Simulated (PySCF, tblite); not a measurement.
# C2H10SSi2: geometry, infrared bands and NMR shifts

Wanted: the infrared bands and NMR shifts of C2H10SSi2 (`C[C@H]([SiH3])[SiH2]S`), by calculation.

The runs use tblite 0.8.0 and PySCF 2.14.0, with density-fitted response routines of our own; the level of theory stands in each step. All values are computed, except where a source is named. Atoms count from 0, in the outputs and in this text.

**1. The molecule as given**

15 atoms, charge 0, multiplicity 1; geometry from: force field or distance geometry start.

Bonds of the start (Å): C0–C1 1.52, C1–Si2 1.84, C1–Si3 1.86, Si3–S4 2.15, C0–H5 1.12, C0–H6 1.09, C0–H7 1.10, C1–H8 1.12, Si2–H9 1.48, Si2–H10 1.45, Si2–H11 1.48, Si3–H12 1.50, Si3–H13 1.47, S4–H14 1.43.

**2. Optimising the geometry with GFN2-xTB**

What the job is given:

```
{"job": {"kind": "relax", "xc": "GFN2-xTB", "basis": "xTB"}, "charge": 0, "multiplicity": 1}
C     -0.813300    -1.257300    -0.609700
C     -0.563900    -0.080600     0.325700
Si    -0.710900     1.551300    -0.508200
Si     1.023100    -0.272900     1.274700
S      2.646300    -0.849900    -0.003800
H     -1.198100    -0.873200    -1.583200
H      0.110300    -1.824500    -0.683100
H     -1.587600    -1.918800    -0.187200
H     -1.382100    -0.138000     1.086800
H     -1.223000     1.439200    -1.896200
H      0.587100     2.197900    -0.513400
H     -1.737200     2.342000     0.212100
H      0.844700    -1.279300     2.371500
H      1.351600     1.026500     1.879800
H      2.648500    -0.054200    -1.187800
```

Command:

```bash
$ OMP_NUM_THREADS=1 python probes_run.py task.json out
```

This one command runs all jobs of the session in turn.

**Question.** This job is followed by: GFN2-xTB harmonic vibrations, gas phase; GIAO PBE0/pcSseg-1 NMR shielding, non-relativistic, gas phase. Predict these results of the whole session: strongest single infrared mode (GFN2-xTB); zero-point energy (GFN2-xTB); 13C shifts against TMS (PBE0/pcSseg-1); 1H shifts against TMS (PBE0/pcSseg-1, means over atoms taken as alike); 29Si shifts against TMS (PBE0/pcSseg-1); 33S shifts against CS2 (PBE0/pcSseg-1); surface potential, 1st and 99th percentile.

**Answer**, as computed:

| quantity | value |
| --- | --- |
| strongest single infrared mode (GFN2-xTB) | 2280 cm⁻¹, 538 km/mol |
| zero-point energy (GFN2-xTB) | 65.3 kcal/mol |
| 13C shifts against TMS (PBE0/pcSseg-1) | 13.8, 2.9 ppm |
| 1H shifts against TMS (PBE0/pcSseg-1, means over atoms taken as alike) | 5.06, 4.71, 3.81, 1.32, 0.35, -0.14 ppm |
| 29Si shifts against TMS (PBE0/pcSseg-1) | -21.6, -68.7 ppm |
| 33S shifts against CS2 (PBE0/pcSseg-1) | -281 ppm |
| surface potential, 1st and 99th percentile | -0.97 V and 1.25 V |

**Reading.** The optimisation took 135 steps and gained 0.642 eV; among the close pairs (by a distance rule), S4–H14 changed most, from 1.427 to 1.324 Å. No mode is imaginary among the 39: a minimum at this level. The strongest single mode, at 2280 cm⁻¹, moves mainly H13. Unscaled tight-binding wavenumbers are off by several per cent, some by more. Its intensities can rank the bands wrongly. At PBE0/pcSseg-1: Shielding is most anisotropic at S4 (span 266 ppm, paramagnetic term -273 ppm).
